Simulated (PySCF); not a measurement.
# ZnGa with other numerical set-ups

The method stays; parts of the set-up, such as the basis or the Hamiltonian, are changed.

Computed with PySCF 2.14.0. Level: each script names its method and basis.

## 1. The starting structure

ZnGa: 2 atoms, charge 0, spin multiplicity 2.

Bond lengths: Zn1–Ga2 2.395 Å.

## 2. The base run

Input file input.py:

```python
from pyscf import gto, dft

mol = gto.M(
    atom='Zn 0 0 0; Ga 0 0 2.395',
    basis='minao',
    charge=0,
    spin=1,
    verbose=3,
)
mf = dft.UKS(mol, xc='pw6b95')
mf.kernel()
mf.stability(internal=True, external=True)
mf.dip_moment()
print('orbital energies (hartree):', [e[max(0, n-3):n+3].round(4) for e, n in zip(mf.mo_energy, mol.nelec)])
```

On the command line:

```
OMP_NUM_THREADS=1 python input.py
```

The log of this run is left out.

In short: E(SCF) = -3706.083226 Eh, ⟨S²⟩ = 0.751, μ = 1.88 D, internal stable; real -> complex unstable; UHF/UKS -> GHF/GKS unstable.

The bond length is a typed value, not an optimised one.

## 3. Integration grid 1

Edit 1 changes integration grid: default → 1.

Input file input.py:

```python
from pyscf import gto, dft

mol = gto.M(
    atom='Zn 0 0 0; Ga 0 0 2.395',
    basis='minao',
    charge=0,
    spin=1,
    verbose=3,
)
mf = dft.UKS(mol, xc='pw6b95')
mf.grids.level = 1
mf.kernel()
mf.stability(internal=True, external=True)
mf.dip_moment()
print('orbital energies (hartree):', [e[max(0, n-3):n+3].round(4) for e, n in zip(mf.mo_energy, mol.nelec)])
```

On the command line:

```
OMP_NUM_THREADS=1 python input.py
```

## 4. Cartesian functions on

Edit 2 changes Cartesian functions: off → on.

input.py, as its differences from that of step 2:

```diff
@@ -7,2 +7,3 @@
     spin=1,
+    cart=True,
     verbose=3,
```

## 5. Lanl2dz (core potential on)

Edit 3 changes basis set: minao → lanl2dz; core potential: off → on. The core potential changes with it: totals don't compare.

input.py, as its differences from that of step 2:

```diff
@@ -4,3 +4,4 @@
     atom='Zn 0 0 0; Ga 0 0 2.395',
-    basis='minao',
+    basis='lanl2dz',
+    ecp={'Zn': 'lanl2dz', 'Ga': 'lanl2dz'},
     charge=0,
```

Before running it: what results should come out? Wanted: for each run, E(SCF); from base; gap, α spin; SCF dipole; after the SCF.

**Answer**, as computed:

| run | E(SCF) (hartree) | from base (eV) | gap, α spin (eV) | SCF dipole (D) | functions | after the SCF |
| --- | --- | --- | --- | --- | --- | --- |
| base | -3706.083226 | 0 | 1.74 | 1.88 | 33 | unstable: real -> complex, UHF/UKS -> GHF/GKS |
| integration grid 1 | -3706.083297 | -0.0019 | 1.74 | 1.88 | 33 | unstable: real -> complex, UHF/UKS -> GHF/GKS |
| Cartesian functions on | -3706.088069 | -0.1318 | 1.74 | 2.11 | n/a | unstable: real -> complex, UHF/UKS -> GHF/GKS |
| lanl2dz (core potential on) | -67.717468 | not comparable | n/a | 0.74 | 26 | unstable: real -> complex, UHF/UKS -> GHF/GKS |

What this shows: Of the runs whose energies can be compared, “Cartesian functions on” moves the SCF energy most (-0.132 eV).
